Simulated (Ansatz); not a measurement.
# C2H5BS: small, medium and large basis sets

How large a basis does C2H5BS need? Two functionals are run in growing sets.

Program: Ansatz 0.2.0, Gaussian basis. Level of theory: one geometry, several basis sets. These are calculated values, not measurements.

Levels to be run: PBE0-D4/def2-SVP; ωB97M-V/def2-SVP; PBE0-D4/def2-QZVPP; ωB97M-V/def2-QZVPP; the functionals' def2-TZVPP values are taken from earlier runs.

### 1 The relaxed structure

An earlier PBE0-D4 in a triple-zeta def2 set relaxation fixed the geometry.

9 atoms, charge 0, spin multiplicity 1.

Atoms are counted from 1 here; the program's logs count them from 0.

Bond lengths: B1–C2 1.530 Å, B1–H5 1.198 Å, B1–H6 1.198 Å, C2–C3 1.464 Å, C2–S4 1.631 Å, C3–H7 1.096 Å, C3–H8 1.096 Å, C3–H9 1.090 Å. Angles: C2–B1–H5 119.0°, C2–B1–H6 119.0°, H5–B1–H6 120.9°, B1–C2–C3 144.3°, B1–C2–S4 84.6°, C3–C2–S4 131.0°, C2–C3–H7 108.7°, C2–C3–H8 108.7°, C2–C3–H9 113.4°, H7–C3–H8 105.6°, H7–C3–H9 110.1°, H8–C3–H9 110.1°.

### 2 PBE0-D4 in def2-SVP

in.yaml

```yaml
crystal:
  periodic: [false, false, false]
  atoms:
    - {symbol: B, position_ang: [-0.398553, 1.195225, -0.855704]}
    - {symbol: C, position_ang: [0.069428, -0.140494, -0.274129]}
    - {symbol: C, position_ang: [0.295536, -0.883468, 0.967348]}
    - {symbol: S, position_ang: [0.285028, -0.569033, -1.832783]}
    - {symbol: H, position_ang: [-1.571193, 1.381172, -1.012457]}
    - {symbol: H, position_ang: [0.383675, 2.098206, -0.939119]}
    - {symbol: H, position_ang: [-0.642106, -0.915670, 1.533278]}
    - {symbol: H, position_ang: [0.996424, -0.318074, 1.591604]}
    - {symbol: H, position_ang: [0.670261, -1.894266, 0.804859]}
basis:
  gaussian: {orbitals: def2-SVP}
hamiltonian: {xc: pbe0, dispersion: d4}
output: {orbitals: {seedname: orbitals}}
```

On the command line:

```console
> ansatz run in.yaml --threads 2 --pin off --events-out ev --progress --plain --max-ram 4352MiB
```

Log:

```text
Functional definition: PBE0
  name "PBE0"
  cite "Adamo & Barone, J. Chem. Phys. 110, 6158 (1999) doi:10.1063/1.478522"
  cite "Perdew, Burke & Ernzerhof, Phys. Rev. Lett. 77, 3865 (1996) doi:10.1103/PhysRevLett.77.3865"
  parent pbe
  parameter a = 0.25
  parameter kappa = 0.804
  parameter beta = 0.06672455060314922
  exchange = (1 - a)*pbe_x(kappa = kappa, mu = beta*pi^2/3) + a*exact_x
  correlation = pbe_c(beta = beta)
968 factors; their error is unknown
mean field evaluation 1: about -13645.9048 eV, gradient 5.1e1 eV
mean field evaluation 2: about -13635.3923 eV, gradient 7.8e1 eV
mean field evaluation 4: about -13653.2220 eV, gradient 5.6e0 eV
mean field evaluation 8: about -13653.2996 eV, gradient 5.2e-2 eV
mean field evaluation 16: about -13653.3460 eV, gradient 7.2e-5 eV
mean field -13653.34596387 eV, -501.7512096018 hartree, gradient 7.2e-5 eV, S^2 0.000000; 0 other end points of the search recorded, 0 dependent functions left out
reference -13653.34598841 eV, -501.7512105036 hartree; 19, 19 occupied and 66, 66 virtual orbitals, 968 factors
Total energy: -13653.49357396 eV, -501.7566341727 hartree
```

It took 1.1 s on 2 threads of Arm Neoverse V1, shared host.

### 3 ωB97M-V in def2-SVP

Edit in.yaml of step 2 so:

```diff
@@ -14,3 +14,3 @@
   gaussian: {orbitals: def2-SVP}
-hamiltonian: {xc: pbe0, dispersion: d4}
+hamiltonian: {xc: {name: wB97M-V}}
 output: {orbitals: {seedname: orbitals}}
```

Launched as before.

Log, shortened:

```text
Functional definition: wB97M-V
  name "wB97M-V"
  cite "Mardirossian & Head-Gordon, J. Chem. Phys. 144, 214110 (2016) doi:10.1063/1.4952647"
  cite "Becke, J. Chem. Phys. 107, 8554 (1997) doi:10.1063/1.475007"
  cite "Vydrov & Van Voorhis, J. Chem. Phys. 133, 244103 (2010) doi:10.1063/1.3521275"
  # Of w^i u^j: cxij and so on, Table III.
[...]
  gx(w, u) = 1 - cx + cx01*u + cx10*w
  gss(w, u) = css00 + css04*u^4 + css10*w + css20*w^2 + css43*w^4*u^3
  gos(w, u) = cos00 + cos10*w + (cos20 + cos21*u)*w^2 + (cos60 + cos61*u)*w^6
[...]
      + integral(e_c_pw_mod_opposite_spin*gos(b97_w_opposite, b97_u_opposite)) + vv10(b, c)
965 factors; their error is unknown
257 factors; integrals over basis functions are off by at most 1.2e-5 eV
[...]
mean field -13658.43611649 eV, -501.9382692605 hartree, gradient 8.9e-5 eV, S^2 0.000000; 0 other end points of the search recorded, 0 dependent functions left out
reference -13658.43615538 eV, -501.9382706896 hartree; 19, 19 occupied and 66, 66 virtual orbitals, 965 factors
Total energy: -13658.43615538 eV, -501.9382706896 hartree
```

It took 4.6 s on 2 threads of Arm Neoverse V1, shared host.

### 4 PBE0-D4 in def2-QZVPP

Edit in.yaml of step 3 so:

```diff
@@ -13,4 +13,4 @@
 basis:
-  gaussian: {orbitals: def2-SVP}
-hamiltonian: {xc: {name: wB97M-V}}
+  gaussian: {orbitals: "def2-QZVPP.json"}
+hamiltonian: {xc: pbe0, dispersion: d4}
 output: {orbitals: {seedname: orbitals}}
```

Same command.

Log:

```text
Functional definition: PBE0
  name "PBE0"
  cite "Adamo & Barone, J. Chem. Phys. 110, 6158 (1999) doi:10.1063/1.478522"
  cite "Perdew, Burke & Ernzerhof, Phys. Rev. Lett. 77, 3865 (1996) doi:10.1103/PhysRevLett.77.3865"
  parent pbe
  parameter a = 0.25
  parameter kappa = 0.804
  parameter beta = 0.06672455060314922
  exchange = (1 - a)*pbe_x(kappa = kappa, mu = beta*pi^2/3) + a*exact_x
  correlation = pbe_c(beta = beta)
1229 factors; their error is unknown
mean field evaluation 1: about -13648.3191 eV, gradient 6.9e1 eV
mean field evaluation 2: about -13624.5870 eV, gradient 1.1e2 eV
mean field evaluation 4: about -13660.4704 eV, gradient 8.9e0 eV
mean field evaluation 8: about -13660.6434 eV, gradient 1.9e-1 eV
mean field evaluation 16: about -13660.6539 eV, gradient 1.4e-4 eV
mean field -13660.65387918 eV, -502.0197705361 hartree, gradient 1.7e-5 eV, S^2 0.000000; 0 other end points of the search recorded, 0 dependent functions left out
reference -13660.65391765 eV, -502.0197719499 hartree; 19, 19 occupied and 372, 372 virtual orbitals, 1229 factors
Total energy: -13660.80150321 eV, -502.0251956190 hartree
```

Wall time 8.5 s (2 threads of Arm Neoverse V1, shared host); peak memory 1 GiB.

### 5 ωB97M-V in def2-QZVPP

Edit in.yaml of step 4 so:

```diff
@@ -14,3 +14,3 @@
   gaussian: {orbitals: "def2-QZVPP.json"}
-hamiltonian: {xc: pbe0, dispersion: d4}
+hamiltonian: {xc: {name: wB97M-V}}
 output: {orbitals: {seedname: orbitals}}
```

Same command.

Log, shortened:

```text
Functional definition: wB97M-V
  name "wB97M-V"
  cite "Mardirossian & Head-Gordon, J. Chem. Phys. 144, 214110 (2016) doi:10.1063/1.4952647"
  cite "Becke, J. Chem. Phys. 107, 8554 (1997) doi:10.1063/1.475007"
  cite "Vydrov & Van Voorhis, J. Chem. Phys. 133, 244103 (2010) doi:10.1063/1.3521275"
  # Of w^i u^j: cxij and so on, Table III.
[...]
  gx(w, u) = 1 - cx + cx01*u + cx10*w
  gss(w, u) = css00 + css04*u^4 + css10*w + css20*w^2 + css43*w^4*u^3
  gos(w, u) = cos00 + cos10*w + (cos20 + cos21*u)*w^2 + (cos60 + cos61*u)*w^6
[...]
      + integral(e_c_pw_mod_opposite_spin*gos(b97_w_opposite, b97_u_opposite)) + vv10(b, c)
1201 factors; their error is unknown
322 factors; integrals over basis functions are off by at most 7.8e-6 eV
[...]
mean field -13665.88472316 eV, -502.2120005066 hartree, gradient 5.5e-5 eV, S^2 0.000000; 0 other end points of the search recorded, 0 dependent functions left out
reference -13665.88478456 eV, -502.2120027633 hartree; 19, 19 occupied and 372, 372 virtual orbitals, 1201 factors
Total energy: -13665.88478456 eV, -502.2120027633 hartree
```

It took 22 s on 2 threads of Arm Neoverse V1, shared host; peak memory 1.2 GiB.

### 6 Functionals by basis

The def2-TZVPP values come from earlier runs at the same geometry.

```
functional       basis  functions  energy (eV)  from the largest (eV)  HOMO (eV)  LUMO (eV)
   PBE0-D4    def2-SVP         85  -13653.4936                  7.308      -7.45      -2.33
   PBE0-D4  def2-TZVPP        205  -13660.3125                  0.489      -7.47      -2.42
   PBE0-D4  def2-QZVPP        391  -13660.8015                  0.000      -7.49      -2.45
   ωB97M-V    def2-SVP         85  -13658.4362                  7.449      -9.55      -0.09
   ωB97M-V  def2-TZVPP        205  -13665.4232                  0.462      -9.60      -0.26
   ωB97M-V  def2-QZVPP        391  -13665.8848                  0.000      -9.61      -0.31
```

### 7 What came out

```
                                       quantity          value
PBE0-D4: double and triple zeta above quadruple  7.31, 0.49 eV
ωB97M-V: double and triple zeta above quadruple  7.45, 0.46 eV
```

**Reading.** PBE0-D4 gains 6.82 eV from double to triple zeta, then 0.49 eV more. Total energies overstate the basis error of differences, where much of it tends to cancel.

For PBE0-D4 the largest set took about 7 times as long as the smallest (8.5 s against 1.1 s).
